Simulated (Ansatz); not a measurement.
# SnO2: the cost of one run

Program: Ansatz 0.2.0. Level of theory: DFT LDA, scalar-relativistic, plane waves, PAW. These are calculated values, not measurements.

## 1. The system as given

It takes space group R-3m (No. 166, trigonal). Conventional cell: a = 3.234 Å, b = 3.234 Å, c = 14.402 Å, α = 90.00°, β = 90.00°, γ = 120.00°. Around Sn (site symmetry -3m) lie 6 O at 2.13 Å. O (site symmetry 3m) is surrounded by 3 Sn at 2.13 Å.

Coordinates:

```cif
data_structure
_symmetry_space_group_name_H-M 'P 1'
_symmetry_Int_Tables_number 1
_cell_length_a 5.1510
_cell_length_b 5.1510
_cell_length_c 5.1510
_cell_angle_alpha 36.594
_cell_angle_beta 36.594
_cell_angle_gamma 36.594
_cell_volume 43.49
loop_
_atom_site_label
_atom_site_type_symbol
_atom_site_fract_x
_atom_site_fract_y
_atom_site_fract_z
_atom_site_occupancy
Sn1 Sn 0.50000 0.50000 0.50000 1
O1 O 0.23717 0.23717 0.23717 1
O2 O 0.76283 0.76283 0.76283 1
```

It goes back to an entry of the Materials Project, which need not be the stable form.

The cell is taken as given, not relaxed at this level.

## 2. The reference: the undisturbed cell on the scan's mesh

Contents of input.yaml:

```yaml
crystal:
  lattice:
    - [1.6170930752, 0.9336291223, 4.800592584]
    - [-1.6170930752, 0.9336291223, 4.800592584]
    - [0.0, -1.8672582446, 4.800592584]
  atoms:
    - { symbol: Sn, position: [0.5, 0.5, 0.5] }
    - { symbol: O, position: [0.23717, 0.23717, 0.23717] }
    - { symbol: O, position: [0.76283, 0.76283, 0.76283] }
basis:
  ecutwfc: 420
kpoints:
  mp_grid: { grid: [12, 12, 12] }
hamiltonian:
  xc: lda
scf:
  occupations: { method: gaussian, width: 0.05 }
output:
  forces: true
  stress: true
  eigenvalues: true
```

The run is started by

```bash
ansatz run input.yaml --threads 1 --pin off --max-ram 2560MiB --backend cpu --events-out ev --progress --plain --runs-dir out
```

What time and memory should one allow on 1 thread of Intel Xeon at 2.50GHz (Skylake/Cascade Lake), shared host?

About 16 s, with a peak of 0.41 GiB.
